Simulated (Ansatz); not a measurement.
Crystal: CoNiO2.

```
Ni Co O
1.0
     3.01433    0.00000    0.00000
     0.00000    3.01433    0.00000
     0.00000    0.00000    4.22229
Ni Co O
1 1 2
Direct
  0.00000 0.00000 0.00000
  0.50000 0.50000 0.50000
  0.00000 0.00000 0.50000
  0.50000 0.50000 0.00000
```

The cell comes from a database or a generator and needn't be the stable form of this composition.

Program: Ansatz 0.2.0. Alike in all runs: task single point; level PBEsol; potentials or basis Ansatz PAW; cell as given; k mesh 7 × 7 × 5; cutoff (eV) 420; smearing fermi-dirac 0.05 eV.

Problem. Order these runs on this cell by their pressure, lowest first.
A. spin collinear, ferromagnetic start; fixed moment (μB) 3.0
B. spin collinear, ferromagnetic start; fixed moment (μB) 4.5
C. spin collinear, program default start; fixed moment (μB) 0.0
D. spin collinear, ferromagnetic start; fixed moment (μB) 6.0
E. spin collinear, ferromagnetic start; fixed moment (μB) 2.2

Solution. C (-23.8 GPa), A (-16.5 GPa), E (-14.8 GPa), B (-11.9 GPa), D (1.7 GPa).

Caveats: the total moment is fixed, so each spin has its own Fermi level; the PAW data sets come from PBE, with cores solved anew for the run's functional, which leaves a small shift of forces and pressure; the thresholds are loose for stress; the starting moments weren't kept (some runs).
